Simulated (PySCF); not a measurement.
# [Er(H2O)7]3+: forces at shaken geometries

How stiff is [Er(H2O)7]3+? Its atoms are displaced at random by several amounts. The structure is generated, not taken from experiment.

The runs use PySCF 2.14.0; r2SCAN, Er lcecp-1-SVP with ECP57, O def2-SVP, H def2-SVP; scalar-relativistic core potentials, no spin–orbit coupling.

4 further runs of the same task are left out: 2 for a known fault of the program, 2 that didn't finish.

## Step 1: The starting structure

22 atoms, charge 3, spin multiplicity 1.

Bond lengths: Er1–O2 2.350 Å, Er1–O5 2.350 Å, Er1–O8 2.422 Å, Er1–O11 2.406 Å, Er1–O14 2.417 Å, Er1–O17 2.417 Å, Er1–O20 2.406 Å, O2–H3 0.979 Å, O2–H4 0.979 Å, O5–H6 0.979 Å, O5–H7 0.979 Å, O8–H9 0.975 Å, O8–H10 0.975 Å, O11–H12 0.975 Å, O11–H13 0.975 Å, O14–H15 0.975 Å, O14–H16 0.975 Å, O17–H18 0.975 Å and more. Angles: O2–Er1–O5 179.9°, O2–Er1–O8 90.1°, O2–Er1–O11 90.0°, O2–Er1–O14 90.0°, O2–Er1–O17 90.0°, O2–Er1–O20 90.0°, O5–Er1–O8 90.1°, O5–Er1–O11 90.0°, O5–Er1–O14 90.0°, O5–Er1–O17 90.0°, O5–Er1–O20 90.0°, O8–Er1–O11 71.9°, O8–Er1–O14 143.9°, O8–Er1–O17 143.9°, O8–Er1–O20 71.9°, O11–Er1–O14 71.9°, O11–Er1–O17 144.2°, O11–Er1–O20 143.9° and more.

As a file:

```xyz
22
charge 3, multiplicity 1
Er   -0.00078    0.00000    0.00000
O    -0.00312    0.00000    2.34994
H     0.76294    0.00000    2.95901
H    -0.77083    0.00000    2.95698
O    -0.00312    0.00000   -2.34994
H     0.76294    0.00000   -2.95901
H    -0.77083    0.00000   -2.95698
O     2.42156    0.00000    0.00000
H     3.02888    0.00000    0.76324
H     3.02888    0.00000   -0.76324
O     0.74511    2.28774    0.00000
H     0.91017    2.86566    0.76807
H     0.91017    2.86566   -0.76807
O    -1.95344    1.42434    0.00000
H    -2.42009    1.80924    0.76517
H    -2.42009    1.80924   -0.76517
O    -1.95344   -1.42434    0.00000
H    -2.42009   -1.80924    0.76517
H    -2.42009   -1.80924   -0.76517
O     0.74511   -2.28774    0.00000
H     0.91017   -2.86566    0.76807
H     0.91017   -2.86566   -0.76807
```

Formal oxidation states: Er +3. Each metal's 11 4f electrons lie in its core potential, so multiplicities, spins and levels count the valence alone. An earlier session relaxed this geometry at r2SCAN, Er lcecp-1-SVP with ECP57, O def2-SVP, H def2-SVP (singlet, point group C2v).

Its energy there is -571.818711 Eh.

## Step 2: Atoms moved at random, σ = 0.03 Å

Input file run.py (the lines that set the calculation):

```python
mol = gto.M(atom='''
Er    -0.00335    -0.05194     0.01036
O     -0.01227     0.04008     2.35360
H      0.73824    -0.01157     2.96592
H     -0.74946     0.01221     2.92279
O     -0.03953     0.01868    -2.34361
H      0.75380    -0.02405    -2.97256
H     -0.72038     0.01069    -3.01997
O      2.40289    -0.04903     0.05880
H      3.07406     0.00997     0.74645
H      3.04829     0.00368    -0.77860
O      0.70846     2.29534     0.02639
H      0.84600     2.82894     0.71969
H      0.90818     2.85362    -0.77118
O     -1.93519     1.42836     0.05062
H     -2.44292     1.76492     0.79676
H     -2.37760     1.77290    -0.81059
O     -1.94323    -1.43990     0.02456
H     -2.42144    -1.75197     0.80983
H     -2.38841    -1.78166    -0.78457
O      0.75164    -2.28413     0.02344
H      0.88962    -2.79575     0.77196
H      0.91278    -2.84941    -0.80007''',
    basis={'Er': 'lcecp-1-SVP', 'O': 'def2-SVP', 'H': 'def2-SVP'},
    ecp={'Er': 'lcecp-1-SVP'},
    charge=3, spin=0)
mf = dft.RKS(mol, xc='R2SCAN')
mf.grids.atom_grid = (50, 194)  # f atoms: unpruned, at least (60, 302)
mf = mf.density_fit()  # fitting sets: Er AutoAux, O def2-universal-JKFIT, H def2-universal-JKFIT
mf.conv_tol = 1e-08; mf.max_cycle = 55
mf.kernel(dm0)  # dm0: the density of the relaxed state
```

Launch:

```console
$ OMP_NUM_THREADS=4 python run.py
```

## Step 3: Atoms moved at random, σ = 0.15 Å

Input file run.py (the lines that set the calculation):

```python
mol = gto.M(atom='''
Er     0.10092     0.06355    -0.20037
O      0.13187     0.11303     2.20382
H      0.94643    -0.09575     2.98704
H     -0.80532     0.06992     2.86530
O     -0.20868    -0.21371    -2.44869
H      0.59041     0.16596    -3.05267
H     -0.91683    -0.05036    -2.96323
O      2.53771     0.23646    -0.09515
H      3.08611    -0.09529     0.69653
H      3.07026     0.02295    -0.49740
O      0.65898     2.25665     0.02998
H      1.08801     2.70010     0.58953
H      0.59606     2.80373    -0.52793
O     -2.02963     1.31894     0.27008
H     -2.30488     1.67341     0.88118
H     -2.42514     1.83125    -0.81747
O     -2.27746    -1.35926     0.04637
H     -2.45451    -1.60005     0.74386
H     -2.26911    -1.87677    -0.86141
O      0.94071    -2.56052     0.08565
H      1.02526    -2.79301     0.78538
H      0.91900    -2.61126    -0.72039''',
    basis={'Er': 'lcecp-1-SVP', 'O': 'def2-SVP', 'H': 'def2-SVP'},
    ecp={'Er': 'lcecp-1-SVP'},
    charge=3, spin=0)
mf = dft.RKS(mol, xc='R2SCAN')
mf.grids.atom_grid = (50, 194)  # f atoms: unpruned, at least (60, 302)
mf = mf.density_fit()  # fitting sets: Er AutoAux, O def2-universal-JKFIT, H def2-universal-JKFIT
mf.conv_tol = 1e-08; mf.max_cycle = 55
mf.kernel(dm0)  # dm0: the density of the relaxed state
```

## Step 4: Atoms moved at random, σ = 0.06 Å

Input file run.py (the lines that set the calculation):

```python
mol = gto.M(atom='''
Er     0.04236    -0.01207     0.10469
O     -0.00495     0.00746     2.38772
H      0.79544     0.00801     2.88475
H     -0.73698     0.02282     2.92315
O      0.01830    -0.03190    -2.32888
H      0.73296    -0.05446    -2.82726
H     -0.71188     0.00355    -2.96476
O      2.43727     0.01287    -0.06294
H      2.98581    -0.01308     0.73791
H      2.98024     0.02250    -0.87468
O      0.63272     2.30345     0.01586
H      0.95334     2.88217     0.80554
H      0.91015     2.89721    -0.80632
O     -2.01712     1.35613     0.01795
H     -2.41755     1.80230     0.70795
H     -2.35798     1.71346    -0.77744
O     -1.88957    -1.47439     0.01304
H     -2.41572    -1.80121     0.77282
H     -2.37972    -1.77497    -0.72606
O      0.73669    -2.27886    -0.02609
H      0.89129    -2.81989     0.82101
H      0.81505    -2.77109    -0.79799''',
    basis={'Er': 'lcecp-1-SVP', 'O': 'def2-SVP', 'H': 'def2-SVP'},
    ecp={'Er': 'lcecp-1-SVP'},
    charge=3, spin=0)
mf = dft.RKS(mol, xc='R2SCAN')
mf.grids.atom_grid = (50, 194)  # f atoms: unpruned, at least (60, 302)
mf = mf.density_fit()  # fitting sets: Er AutoAux, O def2-universal-JKFIT, H def2-universal-JKFIT
mf.conv_tol = 1e-08; mf.max_cycle = 55
mf.kernel(dm0)  # dm0: the density of the relaxed state
```

**Question.** What will these runs give? Wanted: for each run, σ; energy rise; harmonic estimate −½ F·u; largest force component.

**Answer**, as computed:

| σ (Å) | energy rise (eV) | harmonic estimate −½ F·u (eV) | largest force component (eV/Å) |
| --- | --- | --- | --- |
| 0.03 | 0.826 | 0.846 | 5.57 |
| 0.15 | 19.091 | 18.237 | 28.61 |
| 0.06 | 1.299 | 1.335 | 6.13 |

Every displacement raises the energy. For a harmonic well the rise equals −½ F·u; the two differ by at most 4 % here (a move with σ = 0.15 Å), from anharmonicity, the grid and the small forces left at the relaxed point. These are double-zeta-type bases without diffuse functions. Spin–orbit coupling is left out.
